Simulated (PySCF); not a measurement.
# HgCl₂: relaxation and vibrations of the singlet

Where does singlet HgCl₂ go from a bent start, is the end point a minimum, and what are its modes, charges and moments?

The runs use PySCF 2.14.0; PBE0, basis Hg def2-TZVP with ECP60, Cl def2-TZVP, scalar-relativistic core potentials, no spin–orbit coupling, density fitting.

**1. The starting structure**

3 atoms, charge 0, spin multiplicity 1.

Bond lengths: Hg1–Cl2 2.320 Å, Hg1–Cl3 2.320 Å. Angles: Cl2–Hg1–Cl3 110.0°.

Z-matrix (Å, degrees; charge 0 multiplicity 1):
```
Hg
Cl 1 2.3200
Cl 1 2.3200 2 110.00
```

**2. Bent start, singlet: relaxation**

The steps below are one call of a driver around PySCF. For each, scf.py gives the equivalent set-up of the SCF; relaxations use the driver's own optimiser. Before each start the driver seeks the lowest SCF state from one or more starting densities and follows internal instabilities, so scf.py alone need not reach the same state.

The program finds C2v symmetry in the start, which this walk keeps. Threshold on the gradient: 0.0003 Eh/bohr, with a further test on the energy change.

Input file scf.py:

```python
from pyscf import gto, scf, dft
mol = gto.M(atom='''
Hg     0.000000     0.000000    -0.342270
Cl     1.900400    -0.000000     0.988430
Cl    -1.900400     0.000000     0.988430''',
    basis={'Hg': 'def2-TZVP', 'Cl': 'def2-TZVP'},
    ecp={'Hg': 'def2-TZVP'},
    charge=0, spin=0)
mf = dft.RKS(mol, xc='PBE0')
mf.grids.atom_grid = (50, 194)
aux = {'Hg': 'def2-universal-JKFIT', 'Cl': 'def2-universal-JKFIT'}
mf = mf.density_fit(auxbasis=aux)
mf.kernel()
```

After this run come: Frequencies.

**Question.** What will these runs give? Wanted: minimum; geometry; wavenumbers; dipole moment; highest occupied, lowest empty level; polar-tensor charge of Hg1; zero-point energy; atomisation energy.

**Answer**, as computed:

| quantity | value |
| --- | --- |
| minimum | singlet, D∞h |
| geometry | Hg–Cl 2.258 Å (×2); Cl–Hg–Cl 180.0° |
| wavenumbers (cm⁻¹) | 100 (πu), 356 (σg+), 410 (σu+) |
| dipole moment | 0.00 D |
| highest occupied, lowest empty level | -8.91, -2.29 eV |
| polar-tensor charge of Hg1 | +0.90 e |
| zero-point energy | 5.8 kJ/mol |
| entropy at 298.15 K | 288.5 J/(mol K) |
| atomisation energy (no zero-point energy) | 450 kJ/mol |

**Reading.** From C2v at the start the molecule goes to a D∞h minimum. The strongest infrared band lies at 410 cm⁻¹ (σu+, stretch). Hg1 has a polar-tensor charge of +0.9 e (a dipole derivative, not a static charge), yet symmetry cancels the bond dipoles. Only this shape and spin were tried, so other structures or states may lie lower. With an element this heavy the missing spin–orbit coupling can shift these numbers.
